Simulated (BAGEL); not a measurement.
# SiHSF2 (SMILES F[SiH](F)[S]) at UHF/STO-3G (density fitting with qzvpp-jkfit)

What is the vertical doublet–quartet gap of SiHSF2 at UHF/STO-3G (density fitting with qzvpp-jkfit)? 

The results are computed with BAGEL 1.2.2.

5 further runs of the same task are left out: 2 that didn't finish, 3 set aside as unsound or not needed. Runs told in other sessions of the task aren't counted.

### 1 The structure to begin with

The species is SiHSF2 (5 atoms), meant as a doublet with charge 0. SMILES: `F[SiH](F)[S]`. The coordinates come from a PBE0-D4/def2-TZVP relaxation.

Bond lengths: F1–Si2 1.583 Å, Si2–F3 1.583 Å, Si2–S4 2.103 Å, Si2–H5 1.474 Å. Angles: F1–Si2–F3 105.5°, F1–Si2–S4 111.8°, F3–Si2–S4 111.9°, F1–Si2–H5 110.0°, F3–Si2–H5 110.0°, S4–Si2–H5 107.6°.

### 2 A single-point energy at UHF/STO-3G (density fitting with qzvpp-jkfit)

The input, input.json:

```json
{ "bagel": [

{
  "title": "molecule",
  "basis": "sto-3g",
  "df_basis": "qzvpp-jkfit",
  "angstrom": true,
  "geometry": [
    { "atom": "F", "xyz": [   -0.294700,   -0.440200,    1.515400 ] },
    { "atom": "Si", "xyz": [    0.087400,    0.010000,    0.046800 ] },
    { "atom": "F", "xyz": [    0.080600,    1.592500,    0.075600 ] },
    { "atom": "S", "xyz": [   -1.256200,   -0.752800,   -1.380300 ] },
    { "atom": "H", "xyz": [    1.432800,   -0.483300,   -0.298900 ] }
  ]
},
{
  "title": "uhf",
  "nopen": 1
},
{
  "title": "print",
  "file": "orbitals.molden",
  "orbitals": true
}

]}
```

Started as:

```sh
$ BAGEL_NUM_THREADS=1 BAGEL input.json > input.out
```

Log:

```text
* using 1 threads per process

  ===============================================================
  ===============================================================

  *** Geometry ***

  { "atom" : "F", "xyz" : [     -0.556902,     -0.831857,      2.863691 ] },
  { "atom" : "Si", "xyz" : [      0.165162,      0.018897,      0.088439 ] },
  { "atom" : "F", "xyz" : [      0.152312,      3.009389,      0.142863 ] },
  { "atom" : "S", "xyz" : [     -2.373874,     -1.422586,     -2.608389 ] },
  { "atom" : "H", "xyz" : [      2.707600,     -0.913305,     -0.564839 ] },

  Number of auxiliary basis functions:      428

  Since a DF basis is specified, we compute 2- and 3-index integrals:
    o Being stored without compression. Storage requirement is 0.003 GB

  Number of basis functions:       29
  Number of electrons      :       49

    * METHOD: MOLECULE                             0.10

  *** Open-shell HF ***

  === Nuclear Repulsion ===
   219.0488923689

      * DIIS with orbital gradients will be used.

  === UHF iteration (sto-3g) ===
      0       -875.36839833          0.03353122           0.03
      1       -875.47025972          0.00590715           0.03
      2       -875.47400463          0.00157888           0.03
      3       -875.47447035          0.00065282           0.03
      4       -875.47462089          0.00024143           0.03
      5       -875.47466425          0.00010232           0.03
      6       -875.47467282          0.00000978           0.03
      7       -875.47467293          0.00000283           0.03
      8       -875.47467297          0.00000090           0.03
      9       -875.47467299          0.00000025           0.03
     10       -875.47467299          0.00000008           0.03
     11       -875.47467300          0.00000004           0.03
     12       -875.47467300          0.00000002           0.03
     13       -875.47467300          0.00000002           0.03
     14       -875.47467300          0.00000002           0.03
     15       -875.47467300          0.00000002           0.03
     16       -875.47467300          0.00000002           0.03
     17       -875.47467300          0.00000001           0.03
     18       -875.47467300          0.00000001           0.03
    * SCF iteration converged.

    * S^2 (UHF) is 0.7531

    * Permanent dipole moment:
           (   -0.253846,     0.165274,     0.167365) a.u.

    * METHOD: UHF                                  0.58

    * METHOD: PRINT                                0.00

  ===============================================================
```

Run time: 0.8 s. Hardware: 1 thread of Arm Neoverse V2, shared host.

### 3 The quartet

The input, hf.json:

```json
{ "bagel" : [

{
  "title" : "molecule",
  "basis" : "sto-3g",
  "df_basis" : "qzvpp-jkfit",
  "angstrom" : "true",
  "geometry" : [
    { "atom" : "F", "xyz" : [      -0.294700,      -0.440200,       1.515400 ] },
    { "atom" : "Si", "xyz" : [       0.087400,       0.010000,       0.046800 ] },
    { "atom" : "F", "xyz" : [       0.080600,       1.592500,       0.075600 ] },
    { "atom" : "S", "xyz" : [      -1.256200,      -0.752800,      -1.380300 ] },
    { "atom" : "H", "xyz" : [       1.432800,      -0.483300,      -0.298900 ] }
  ]
},

{
  "title" : "uhf",
  "nopen" : 3
},

{
  "title" : "print",
  "file" : "orbitals.molden",
  "orbitals" : "true"
}

]}
```

Started as:

```sh
$ BAGEL_NUM_THREADS=1 BAGEL hf.json > hf.out
```

Log:

```text
* using 1 threads per process

  ===============================================================
  ===============================================================

  *** Geometry ***

  { "atom" : "F", "xyz" : [     -0.556902,     -0.831857,      2.863691 ] },
  { "atom" : "Si", "xyz" : [      0.165162,      0.018897,      0.088439 ] },
  { "atom" : "F", "xyz" : [      0.152312,      3.009389,      0.142863 ] },
  { "atom" : "S", "xyz" : [     -2.373874,     -1.422586,     -2.608389 ] },
  { "atom" : "H", "xyz" : [      2.707600,     -0.913305,     -0.564839 ] },

  Number of auxiliary basis functions:      428

  Since a DF basis is specified, we compute 2- and 3-index integrals:
    o Being stored without compression. Storage requirement is 0.003 GB

  Number of basis functions:       29
  Number of electrons      :       49

    * METHOD: MOLECULE                             0.10

  *** Open-shell HF ***

  === Nuclear Repulsion ===
   219.0488923689

      * DIIS with orbital gradients will be used.

  === UHF iteration (sto-3g) ===
      0       -875.05999811          0.02813471           0.03
      1       -875.18916826          0.00669324           0.03
      2       -875.20370434          0.00235125           0.03
      3       -875.20803889          0.00125967           0.03
      4       -875.21000449          0.00031205           0.03
      5       -875.21023258          0.00022113           0.03
      6       -875.21032722          0.00014526           0.03
      7       -875.21035469          0.00006392           0.03
      8       -875.21036043          0.00003812           0.03
      9       -875.21036651          0.00001390           0.03
     10       -875.21036727          0.00000467           0.03
     11       -875.21036738          0.00000145           0.03
     12       -875.21036738          0.00000036           0.03
     13       -875.21036738          0.00000011           0.03
     14       -875.21036738          0.00000005           0.03
     15       -875.21036738          0.00000003           0.03
     16       -875.21036738          0.00000002           0.03
     17       -875.21036738          0.00000001           0.03
     18       -875.21036738          0.00000001           0.03
    * SCF iteration converged.

    * S^2 (UHF) is 3.7535

    * Permanent dipole moment:
           (    0.713575,     0.715232,     1.195941) a.u.

    * METHOD: UHF                                  0.57

    * METHOD: PRINT                                0.00

  ===============================================================
```

It took 0.8 s on 1 thread of Arm Neoverse V2, shared host.

### 4 Results

Level: UHF/STO-3G (density fitting with qzvpp-jkfit).

| quantity | value |
| --- | --- |
| doublet: total energy | -875.47467 Eh |
| doublet: dipole moment | 0.88 D |
| doublet: ⟨S²⟩ | 0.753 |
| quartet: total energy | -875.21037 Eh |
| quartet: dipole moment | 3.98 D |
| quartet: ⟨S²⟩ | 3.753 |
| vertical energy of the quartet above the doublet | 7.192 eV |

At this shape the quartet lies 7.19 eV (694 kJ/mol) above the doublet. In a minimal basis such a difference can be off by several eV, whatever the method.
